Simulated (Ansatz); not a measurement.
# SnGe3O8: the band gap up the ladder of functionals

The task here is to estimate one member of a computed series from the others.

Code: Ansatz 0.2.0. PAW datasets, plane waves. Simulation only: spin-unpolarised, and no claim that this is the phase found in nature.

## The cell

The cell was relaxed beforehand with r2SCAN.

The symmetry is Cmmm (No. 65, orthorhombic); conventional cell a = 6.313 Å, b = 6.407 Å, c = 5.920 Å, 9.98 Å³ an atom. Near Ge stand 6 O at 1.87–1.96 Å; near Ge stand 6 O at 1.89–1.92 Å; near O stand 3 Ge at 1.90–1.96 Å; near O stand 2 Ge at 1.87–1.89 Å and 1 Sn at 2.02 Å; near Sn stand 6 O at 2.02–2.04 Å.

Coordinates:

```cif
data_structure
_symmetry_space_group_name_H-M 'Cmmm'
_symmetry_Int_Tables_number 65
_cell_length_a 6.3130
_cell_length_b 6.4073
_cell_length_c 5.9199
_cell_angle_alpha 90.000
_cell_angle_beta 90.000
_cell_angle_gamma 90.000
_cell_volume 239.46
loop_
_atom_site_label
_atom_site_type_symbol
_atom_site_symmetry_multiplicity
_atom_site_Wyckoff_symbol
_atom_site_fract_x
_atom_site_fract_y
_atom_site_fract_z
_atom_site_occupancy
Ge1 Ge 2 b 0.00000 0.50000 0.00000 1
Ge2 Ge 4 k 0.00000 0.00000 0.75686 1
O1 O 4 i 0.00000 0.19470 0.00000 1
O2 O 8 o 0.20026 0.50000 0.76635 1
Sn1 Sn 2 c 0.00000 0.50000 0.50000 1
O3 O 4 j 0.00000 0.18174 0.50000 1
```

Set-up of the first run:

The input, input.yaml:

```yaml
crystal:
  lattice:
    - [3.2036564914, -3.1564939086, 0.0]
    - [3.2036564914, 3.1564939086, 0.0]
    - [0.0, 0.0, 5.9199021286]
  atoms:
    - { symbol: Ge, position: [0.5, 0.5, 0.0] }
    - { symbol: Ge, position: [0.0, 0.0, 0.7568604777] }
    - { symbol: O, position: [0.1947034501, 0.1947034501, 0.0] }
    - { symbol: O, position: [0.8052965499, 0.8052965499, 0.0] }
    - { symbol: O, position: [0.7002608374, 0.2997391626, 0.7663546454] }
    - { symbol: O, position: [0.2997391626, 0.7002608374, 0.7663546454] }
    - { symbol: Sn, position: [0.5, 0.5, 0.5] }
    - { symbol: Ge, position: [0.0, 0.0, 0.2431395223] }
    - { symbol: O, position: [0.1817435596, 0.1817435596, 0.5] }
    - { symbol: O, position: [0.8182564404, 0.8182564404, 0.5] }
    - { symbol: O, position: [0.7002608374, 0.2997391626, 0.2336453546] }
    - { symbol: O, position: [0.2997391626, 0.7002608374, 0.2336453546] }
kpoints:
  mp_grid: { grid: [6, 6, 4] }
  band_path:
    path:
      - [[0.0, 0.0, 0.0], [0.5, 0.5, 0.0], [0.5073065622517, 0.4926934377483, 0.0]]
      - [[0.4926934377483, -0.4926934377483, 0.0], [0.0, 0.0, 0.0], [0.0, 0.0, 0.5], [0.4926934377483, -0.4926934377483, 0.5]]
      - [[0.5073065622517, 0.4926934377483, 0.5], [0.5, 0.5, 0.5], [0.5, 0.5, 0.0]]
      - [[0.0, 0.0, 0.0], [0.5, 1.510450535451e-17, 0.0], [0.5, 1.510450535451e-17, 0.5], [0.0, 0.0, 0.5], [0.5, 0.5, 0.5]]
    npoints: 10
hamiltonian:
  xc: pbe
scf:
  occupations: { method: fermi_dirac, width: 0.02 }
  n_extra_bands: 7
output:
  forces: true
  stress: true
  eigenvalues: true
```

Among the steps run: PBE bands along the symmetry lines; r2SCAN; HSE06 at the same geometry; PBE+SOC; PBE0.

One of the session's tables, all rows but one given; the rest of the session is left out.

| level | gap (eV) |
| --- | --- |
| PBE | 1.40 |
| r2SCAN | 2.09 |
| HSE06 | ? |
| PBE+SOC | 1.40 |
| PBE0 | 3.99 |

**Question.** Estimate the row for HSE06.

As computed: gap (eV): 3.27. In the column «gap (eV)» it lies between r2SCAN (2.09) and PBE0 (3.99).

Meshes: PBE 6×6×4, r2SCAN 6×6×4, HSE06 4×4×4, PBE+SOC 6×6×4, PBE0 4×4×4

What this shows: The gap runs from 1.40 eV (PBE) to 3.99 eV (PBE0). Against HSE06, PBE is short by 1.87 eV, at 43 % of it, and r2SCAN 64 %. PBE0 lies 0.72 eV above HSE06, which differs from it by screening the long-range exchange.

To keep in mind: Warnings in the runs' records: stress scf threshold loose, stress exchange threshold loose.
